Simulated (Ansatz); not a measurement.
# CH4ClFGeS: geometry and vibrations

What shape does CH4ClFGeS take? The plan is to relax it, check the end point by its vibrations and derive ideal-gas thermochemistry, and look at its orbitals and charge.

Program: Ansatz 0.2.0, Gaussian basis. Level of theory: RKS PBE0-D4/def2-TZVP. These are calculated values, not measurements.

The runs, in order: relaxation at PBE-D4/def2-SVP; relaxation at PBE0-D4/def2-TZVP; harmonic vibrations at the same level; a single point in def2-TZVPP for the fields.

## (1) Starting geometry

SMILES `C[S][GeH]([F])[Cl]`, 9 atoms, charge 0, spin multiplicity 1.

Atoms are counted from 1 here; the program's logs count them from 0.

Bond lengths: C1–S2 1.768 Å, C1–H6 1.168 Å, C1–H7 1.132 Å, C1–H8 1.111 Å, S2–Ge3 2.249 Å, Ge3–F4 1.769 Å, Ge3–Cl5 2.130 Å, Ge3–H9 1.544 Å. Angles: S2–C1–H6 111.3°, S2–C1–H7 112.8°, S2–C1–H8 113.4°, H6–C1–H7 105.9°, H6–C1–H8 107.0°, H7–C1–H8 106.0°, C1–S2–Ge3 94.6°, S2–Ge3–F4 107.1°, S2–Ge3–Cl5 110.3°, S2–Ge3–H9 106.8°, F4–Ge3–Cl5 112.7°, F4–Ge3–H9 108.8°, Cl5–Ge3–H9 110.9°.

As a file:

```tsv
atom	x (Å)	y (Å)	z (Å)
C1	0.3689	0.8968	1.1629
S2	0.7062	-0.8287	0.9750
Ge3	-0.1970	-0.9665	-1.0804
F4	0.2720	-2.5356	-1.7493
Cl5	-2.3098	-0.7161	-0.9793
H6	-0.7768	1.1150	1.0922
H7	0.8546	1.5278	0.3590
H8	0.7194	1.3120	2.1322
H9	0.4511	0.1490	-1.9294
```

The start is a force-field geometry with small random shifts, so a cheaper pass at PBE-D4/def2-SVP comes first.

## (2) Optimising with PBE-D4/def2-SVP (cheap first pass)

Contents of in.yaml:

```yaml
crystal:
  periodic: [false, false, false]
  atoms:
    - {symbol: C, position_ang: [0.368900, 0.896800, 1.162900]}
    - {symbol: S, position_ang: [0.706200, -0.828700, 0.975000]}
    - {symbol: Ge, position_ang: [-0.197000, -0.966500, -1.080400]}
    - {symbol: F, position_ang: [0.272000, -2.535600, -1.749300]}
    - {symbol: Cl, position_ang: [-2.309800, -0.716100, -0.979300]}
    - {symbol: H, position_ang: [-0.776800, 1.115000, 1.092200]}
    - {symbol: H, position_ang: [0.854600, 1.527800, 0.359000]}
    - {symbol: H, position_ang: [0.719400, 1.312000, 2.132200]}
    - {symbol: H, position_ang: [0.451100, 0.149000, -1.929400]}
basis:
  gaussian: {orbitals: def2-SVP}
hamiltonian: {xc: pbe, dispersion: d4}
relax: {f_tol: 0.03, max_steps: 200}
```

Command:

```bash
ansatz run in.yaml --threads 4 --pin off --events-out ev --progress --plain --max-ram 10444MiB
```

Output, cut to the lines that bear on the results:

```text
Functional definition: PBE
  name "PBE"
  cite "Perdew, Burke & Ernzerhof, Phys. Rev. Lett. 77, 3865 (1996) doi:10.1103/PhysRevLett.77.3865"
  parent pbe
[...]
1289 factors; their error is unknown
[...]
mean field -83658.01614325 eV, -3074.3753878243 hartree, gradient 7.2e-5 eV, S^2 0.000000; 0 other end points of the search recorded, 0 dependent functions left out
[...]
reference -83658.01617580 eV, -3074.3753890208 hartree; 42, 42 occupied and 74, 74 virtual orbitals, 1289 factors
relax step   1: F+E_penalty+E_count = -83658.26597035 eV  Δ(F+E_penalty+E_count) = +0.000e0 eV  max|allowed force component| = 2.209e0 eV/Å  Δτ_max = 0.0000 Å  (27 SCF iters, accepted)
[...]
relax step   4: F+E_penalty+E_count = -83658.45393360 eV  Δ(F+E_penalty+E_count) = -1.548e-2 eV  max|allowed force component| = 8.533e-1 eV/Å  Δτ_max = 0.0153 Å  (29 SCF iters, accepted)
[...]
relax step   7: F+E_penalty+E_count = -83658.48514128 eV  Δ(F+E_penalty+E_count) = -3.726e-3 eV  max|allowed force component| = 1.113e-1 eV/Å  Δτ_max = 0.1131 Å  (28 SCF iters, accepted)
[...]
relax step  10: F+E_penalty+E_count = -83658.48833302 eV  Δ(F+E_penalty+E_count) = -3.777e-4 eV  max|allowed force component| = 4.036e-2 eV/Å  Δτ_max = 0.0178 Å  (29 SCF iters, accepted)
[...]
relax step  11: F+E_penalty+E_count = -83658.48858709 eV  Δ(F+E_penalty+E_count) = -2.541e-4 eV  max|allowed force component| = 4.023e-2 eV/Å  Δτ_max = 0.0245 Å  (30 SCF iters, accepted)
[...]
relax step  12: F+E_penalty+E_count = -83658.48870186 eV  Δ(F+E_penalty+E_count) = -1.148e-4 eV  max|allowed force component| = 2.058e-2 eV/Å  Δτ_max = 0.0172 Å  (30 SCF iters, accepted)
1289 factors; their error is unknown
mean field -83658.24004584 eV, -3074.3836160928 hartree, gradient 7.2e-6 eV, S^2 0.000000; 1 other end points of the search recorded, 0 dependent functions left out
[...]
reference -83658.24007968 eV, -3074.3836173364 hartree; 42, 42 occupied and 74, 74 virtual orbitals, 1289 factors
Total energy: -83658.48873570 eV, -3074.3927552765 hartree
Atom 0 at     0.297479     0.972637     1.231597 Å, force    -0.000925    -0.000233     0.004849 eV/Å
Atom 1 at     0.973777    -0.673962     0.768184 Å, force     0.003488    -0.000652    -0.004043 eV/Å
Atom 2 at    -0.062160    -0.946633    -1.171228 Å, force     0.009210    -0.013265    -0.016261 eV/Å
Atom 3 at     0.071035    -2.651758    -1.548848 Å, force    -0.001824     0.020585     0.006987 eV/Å
Atom 4 at    -2.173193    -0.467940    -0.954180 Å, force    -0.011083     0.000059     0.002797 eV/Å
Atom 5 at    -0.807630     0.971461     1.181810 Å, force    -0.006896     0.000592    -0.005105 eV/Å
Atom 6 at     0.711398     1.782324     0.600403 Å, force     0.000096    -0.002486    -0.002146 eV/Å
Atom 7 at     0.612829     1.138395     2.278826 Å, force     0.005396     0.001125     0.004839 eV/Å
Atom 8 at     0.465064    -0.170824    -2.403663 Å, force     0.002538    -0.005724     0.008084 eV/Å
Dipole moment:     0.159323     0.578069     0.106103 e Å
```

Run time: 17 s. Hardware: 4 threads of Arm Neoverse V2, shared host.

The steps of the relaxation:

```tsv
step	energy from step 1 (eV)	largest force component (eV/Å)
1	0.0000	2.2092
2	-0.1057	1.2958
3	-0.1725	1.0124
4	-0.1880	0.8533
5	-0.2125	0.1863
6	-0.2154	0.1390
7	-0.2192	0.1113
8	-0.2212	0.0863
9	-0.2220	0.0494
10	-0.2224	0.0404
11	-0.2226	0.0402
12	-0.2227	0.0206
```

Close pairs (by a distance rule), those that changed most:

```tsv
bond	before (Å)	after (Å)	change (Å)
C1–S2	1.768	1.839	+0.071
C1–H6	1.168	1.106	-0.062
Ge3–Cl5	2.130	2.175	+0.045
S2–Ge3	2.249	2.216	-0.034
C1–H7	1.132	1.107	-0.025
Ge3–F4	1.769	1.752	-0.018
C1–H8	1.111	1.106	-0.005
Ge3–H9	1.544	1.549	+0.004
```

## (3) Optimising with PBE0-D4/def2-TZVP

Contents of in.yaml:

```yaml
crystal:
  periodic: [false, false, false]
  atoms:
    - {symbol: C, position_ang: [0.297479, 0.972637, 1.231597]}
    - {symbol: S, position_ang: [0.973777, -0.673962, 0.768184]}
    - {symbol: Ge, position_ang: [-0.062160, -0.946633, -1.171228]}
    - {symbol: F, position_ang: [0.071035, -2.651758, -1.548848]}
    - {symbol: Cl, position_ang: [-2.173193, -0.467940, -0.954180]}
    - {symbol: H, position_ang: [-0.807630, 0.971461, 1.181810]}
    - {symbol: H, position_ang: [0.711398, 1.782324, 0.600403]}
    - {symbol: H, position_ang: [0.612829, 1.138395, 2.278826]}
    - {symbol: H, position_ang: [0.465064, -0.170824, -2.403663]}
basis:
  gaussian: {orbitals: def2-TZVP}
hamiltonian: {xc: pbe0, dispersion: d4}
relax: {f_tol: 0.005, max_steps: 150}
```

The command is unchanged.

Output, cut to the lines that bear on the results:

```text
Functional definition: PBE0
  name "PBE0"
  cite "Adamo & Barone, J. Chem. Phys. 110, 6158 (1999) doi:10.1063/1.478522"
  cite "Perdew, Burke & Ernzerhof, Phys. Rev. Lett. 77, 3865 (1996) doi:10.1103/PhysRevLett.77.3865"
  parent pbe
[...]
1452 factors; their error is unknown
[...]
mean field -83681.77698648 eV, -3075.2485827074 hartree, gradient 2.4e-5 eV, S^2 0.000000; 0 other end points of the search recorded, 0 dependent functions left out
[...]
reference -83681.77701564 eV, -3075.2485837790 hartree; 42, 42 occupied and 166, 166 virtual orbitals, 1452 factors
relax step   1: F+E_penalty+E_count = -83681.98984108 eV  Δ(F+E_penalty+E_count) = +0.000e0 eV  max|allowed force component| = 7.070e-1 eV/Å  Δτ_max = 0.0000 Å  (28 SCF iters, accepted)
[...]
Total energy: -83682.04247859 eV, -3075.2583393625 hartree
Atom 0 at     0.306079     0.960691     1.211038 Å, force     0.000319    -0.000306     0.000001 eV/Å
Atom 1 at     0.843793    -0.733997     0.831750 Å, force    -0.001410     0.002077    -0.000596 eV/Å
Atom 2 at    -0.088942    -0.935405    -1.133291 Å, force     0.000272     0.000421     0.001067 eV/Å
Atom 3 at     0.118940    -2.588796    -1.582623 Å, force     0.000184    -0.000251     0.000198 eV/Å
Atom 4 at    -2.198047    -0.573852    -1.024302 Å, force     0.000161     0.000088     0.000172 eV/Å
Atom 5 at    -0.780529     1.028273     1.238647 Å, force     0.000731    -0.000579    -0.000455 eV/Å
Atom 6 at     0.714763     1.681606     0.503394 Å, force    -0.000298    -0.001009     0.000287 eV/Å
Atom 7 at     0.701730     1.181511     2.201893 Å, force     0.000016    -0.000594    -0.000469 eV/Å
Atom 8 at     0.470813    -0.066330    -2.263606 Å, force     0.000025     0.000155    -0.000206 eV/Å
Dipole moment:     0.180777     0.638998     0.153790 e Å
```

Wall time 52 s (4 threads of Arm Neoverse V2, shared host); peak memory 0.69 GiB.

Relaxation path:

```tsv
step	energy from step 1 (eV)	largest force component (eV/Å)
1	0.0000	0.7070
2	-0.0445	0.3103
3	-0.0485	0.1100
4	-0.0502	0.0511
5	-0.0513	0.0370
6	-0.0519	0.0546
7	-0.0523	0.0416
8	-0.0525	0.0186
9	-0.0526	0.0189
10	-0.0526	0.0088
11	-0.0526	0.0112
12	-0.0526	0.0021
```

Close pairs (by a distance rule), those that changed most:

```tsv
bond	before (Å)	after (Å)	change (Å)
Ge3–Cl5	2.175	2.143	-0.033
S2–Ge3	2.216	2.184	-0.031
Ge3–F4	1.752	1.726	-0.026
C1–S2	1.839	1.818	-0.021
C1–H7	1.107	1.090	-0.017
C1–H6	1.106	1.089	-0.017
Ge3–H9	1.549	1.532	-0.017
C1–H8	1.106	1.090	-0.017
```

Mulliken charges at the end point, from the run's report:

```tsv
atom	value (e)
C1	-0.36
S2	-0.21
Ge3	0.71
F4	-0.36
Cl5	-0.29
H6	0.16
H7	0.15
H8	0.16
H9	0.04
```

## (4) Force constants and modes

Contents of in.yaml:

```yaml
crystal:
  periodic: [false, false, false]
  atoms:
    - {symbol: C, position_ang: [0.306079, 0.960691, 1.211038]}
    - {symbol: S, position_ang: [0.843793, -0.733997, 0.831750]}
    - {symbol: Ge, position_ang: [-0.088942, -0.935405, -1.133291]}
    - {symbol: F, position_ang: [0.118940, -2.588796, -1.582623]}
    - {symbol: Cl, position_ang: [-2.198047, -0.573852, -1.024302]}
    - {symbol: H, position_ang: [-0.780529, 1.028273, 1.238647]}
    - {symbol: H, position_ang: [0.714763, 1.681606, 0.503394]}
    - {symbol: H, position_ang: [0.701730, 1.181511, 2.201893]}
    - {symbol: H, position_ang: [0.470813, -0.066330, -2.263606]}
basis:
  gaussian: {orbitals: def2-TZVP}
hamiltonian: {xc: pbe0, dispersion: d4}
phonons: {temperatures: {t_min: 298.15, t_max: 900, t_step: 200}}
```

The command is unchanged.

Output, cut to the lines that bear on the results:

```text
Functional definition: PBE0
  name "PBE0"
  cite "Adamo & Barone, J. Chem. Phys. 110, 6158 (1999) doi:10.1063/1.478522"
  cite "Perdew, Burke & Ernzerhof, Phys. Rev. Lett. 77, 3865 (1996) doi:10.1103/PhysRevLett.77.3865"
  parent pbe
[...]
1452 factors; their error is unknown
[...]
mean field -83681.82852785 eV, -3075.2504768178 hartree, gradient 2.2e-5 eV, S^2 0.000000; 0 other end points of the search recorded, 0 dependent functions left out
[...]
reference -83681.82855690 eV, -3075.2504778854 hartree; 42, 42 occupied and 166, 166 virtual orbitals, 1452 factors
[...]
1452 factors; their error is unknown
mean field -83681.82837429 eV, -3075.2504711747 hartree, gradient 2.5e-6 eV, S^2 0.000000; 0 other end points of the search recorded, 0 dependent functions left out
[...]
reference -83681.82840335 eV, -3075.2504722424 hartree; 42, 42 occupied and 166, 166 virtual orbitals, 1452 factors
[...]
Atom 1 at     0.843793    -0.733997     0.831750 Å, force    -0.001563     0.002237    -0.000619 eV/Å
Atom 2 at    -0.088942    -0.935405    -1.133291 Å, force     0.000410     0.000368     0.001048 eV/Å
Atom 3 at     0.118940    -2.588796    -1.582623 Å, force     0.000178    -0.000238     0.000203 eV/Å
Atom 4 at    -2.198047    -0.573852    -1.024302 Å, force     0.000170     0.000198     0.000339 eV/Å
Atom 5 at    -0.780529     1.028273     1.238647 Å, force     0.000800    -0.000760    -0.000591 eV/Å
Atom 6 at     0.714763     1.681606     0.503394 Å, force    -0.000287    -0.001016     0.000285 eV/Å
Atom 7 at     0.701730     1.181511     2.201893 Å, force     0.000028    -0.000600    -0.000462 eV/Å
Atom 8 at     0.470813    -0.066330    -2.263606 Å, force     0.000028     0.000149    -0.000203 eV/Å
Dipole moment:     0.180778     0.638997     0.153793 e Å
Vibrations: 42.26 112.64 125.59 176.66 199.90 223.67 418.21 450.18 689.80 714.82 720.50 728.99 976.20 985.66 1351.86 1467.78 1475.08 2180.99 3067.84 3160.46 3168.17 cm⁻¹, zero-point energy 1.390933 eV
```

Wall time 2.3 min (4 threads of Arm Neoverse V2, shared host); peak memory 0.69 GiB.

Motions are named by where the mode's potential energy lies. The modes, unscaled (a negative number is an imaginary wavenumber):

```tsv
mode	cm⁻¹	motion
1	42	torsion
2	113	bend
3	126	torsion
4	177	bend
5	200	bend with torsion
6	224	bend
7	418	Ge–Cl stretch
8	450	Ge–S and Ge–Cl stretch
9	690	bend
10	715	bend
11	721	C–S stretch
12	729	Ge–F stretch
13	976	bend
14	986	bend
15	1352	bend
16	1468	bend
17	1475	bend
18	2181	Ge–H stretch
19	3068	C–H stretch
20	3160	C–H stretch
21	3168	C–H stretch
```

Ideal gas, rigid rotor and harmonic oscillator at 298.15 K and 1 bar, with symmetry number 1:

```tsv
term	value
zero-point energy	134.2 kJ/mol
H(298) − E	157.3 kJ/mol
entropy, translation	173.3 J/(mol K)
entropy, rotation	119.4 J/(mol K)
entropy, vibration	87.5 J/(mol K)
entropy, total	380.2 J/(mol K)
```

## (5) Fields at the relaxed geometry

Changes to in.yaml since step 4:

```diff
@@ -13,4 +13,4 @@
 basis:
-  gaussian: {orbitals: def2-TZVP}
+  gaussian: {orbitals: def2-TZVPP}
 hamiltonian: {xc: pbe0, dispersion: d4}
-phonons: {temperatures: {t_min: 298.15, t_max: 900, t_step: 200}}
+output: {orbitals: {seedname: orbitals}}
```

Launched as before.

Output:

```text
Functional definition: PBE0
  name "PBE0"
  cite "Adamo & Barone, J. Chem. Phys. 110, 6158 (1999) doi:10.1063/1.478522"
  cite "Perdew, Burke & Ernzerhof, Phys. Rev. Lett. 77, 3865 (1996) doi:10.1103/PhysRevLett.77.3865"
  parent pbe
  parameter a = 0.25
  parameter kappa = 0.804
  parameter beta = 0.06672455060314922
  exchange = (1 - a)*pbe_x(kappa = kappa, mu = beta*pi^2/3) + a*exact_x
  correlation = pbe_c(beta = beta)
1613 factors; their error is unknown
mean field evaluation 1: about -83676.1346 eV, gradient 5.5e1 eV
mean field evaluation 2: about -83670.5727 eV, gradient 8.0e1 eV
mean field evaluation 4: about -83681.5288 eV, gradient 3.5e0 eV
mean field evaluation 8: about -83681.5516 eV, gradient 6.1e-2 eV
mean field evaluation 16: about -83681.8656 eV, gradient 7.4e-5 eV
mean field -83681.86559035 eV, -3075.2518388395 hartree, gradient 7.4e-5 eV, S^2 0.000000; 0 other end points of the search recorded, 0 dependent functions left out
reference -83681.86561969 eV, -3075.2518399180 hartree; 42, 42 occupied and 208, 208 virtual orbitals, 1613 factors
Total energy: -83682.07953431 eV, -3075.2597011353 hartree
```

Run time: 3.8 s. Hardware: 4 threads of Arm Neoverse V2, shared host; peak memory 0.92 GiB.

The fields below are evaluated on a grid from the run's orbitals.

Frontier orbitals at PBE0-D4/def2-TZVPP, with the share of their density that lies nearest to each atom:

```tsv
orbital	energy (eV)	lies on
HOMO-1	-8.91	S2 36 %; Cl5 36 %; H9 11 %
HOMO	-7.56	S2 80 %
LUMO	-0.84	S2 27 %; Ge3 27 %; Cl5 16 %
```

ELF in a plane through or near 4 of the atoms.

Ten even steps from ' ' (0.00) to '@' (1.00):
```
                                                        
                                                        
                            ..::------::..              
                          ..--++**####**==::            
                          --**%%%%####%%##==::          
                --**==    --**%%==++::%%%%++--          
              ::%%@@@@##  ..++%%++::--####++::          
              ::%%@@@@@@--  ..**####%%##++..            
          ....--**@@@@@@--    ::======--..              
        ::**######====**--::::::..--::........          
        **@@@@@@@@==--%%##++##==--**++..**##**--..      
        **@@@@@@@@****%%==--####::....++##%%##++..      
        ::%%@@%%++::==##--::**%%==..::**%%%%##==..      
          ::--::    --##%%%%%%##--    --****++::        
                  ..==%%@@@@%%**..      ::::..          
                  ..--**%%%%##==..                      
                    ..--====--..                        
                                                        
                                                        
                                                        
```
The map spans 10.8 Å across and 9.1 Å up, centred on the molecule. Atoms in the plane (x, y in Å): C1 (-1.6, 0.0), Cl5 (1.5, 2.0), H6 (-1.5, 1.0), H8 (-2.5, -0.4).

log10 of the density (e/Å³) in the same plane.

Ten even steps from ' ' (-4.0) to '@' (1.6):
```
                              ..........                
                          ....::::::::::::..            
                        ..::----========--::::..        
                  ......::--==++++****++==----..        
              ....::::::--==++**######**++==--::..      
            ..::----------==++**##@@@@##**====::..      
          ..::--==++++++====++**##@@%%##**====::..      
        ..::--==++**##**++==++**######**++==--::..      
      ..::--==++**####**++==++++********++==--::..      
      ..--==++****######**++++**##%%%%**++++==--::..    
      ::--++**##########********%%@@%%####****++--::    
      ::--==++********########**########%%####++==::..  
      ..::====++++++****######**********####**++--::..  
        ..::--======++**####****++++++++****++==--..    
          ....::--====++****++++==----======----..      
              ..::----==========--::::::::::::..        
                ..::::----------::........              
                  ....::::::::::..                      
                                                        
                                                        
```
The map spans 10.8 Å across and 9.1 Å up, centred on the molecule. Atoms in the plane (x, y in Å): C1 (-1.6, 0.0), Cl5 (1.5, 2.0), H6 (-1.5, 1.0), H8 (-2.5, -0.4).

On the surface of density 0.002 e/bohr³ the electrostatic potential runs, from the 1st to the 99th percentile, from -1.07 V near F4 to 1.59 V near H9.

## (6) Summary of results

```
                  quantity            value
               point group               C1
                     steps          12 + 12
shift from the start (rms)          0.220 Å
              total energy   -83682.0425 eV
           dispersion term         -214 meV
             dipole moment           3.27 D
lowest, highest wavenumber    42, 3168 cm⁻¹
         zero-point energy     134.2 kJ/mol
       entropy at 298.15 K  380.2 J/(mol K)
                HOMO, LUMO  -7.56, -0.84 eV
```

What this shows: The relaxed geometry lies 0.22 Å (rms) from the start; the bond that changed most is C1–H6, from 1.168 to 1.089 Å. All wavenumbers are real, so the end point is a minimum. The stiffest mode, 3168 cm⁻¹, is a C–H stretch, and 5 modes under 200 cm⁻¹ make the vibrational entropy uncertain. Harmonic hybrid wavenumbers usually lie a few per cent above measured fundamentals. The largest Mulliken charge, +0.71 e, sits on Ge3. The HOMO lies mostly on S2 80 % and the LUMO on S2 27 %; Ge3 27 %.
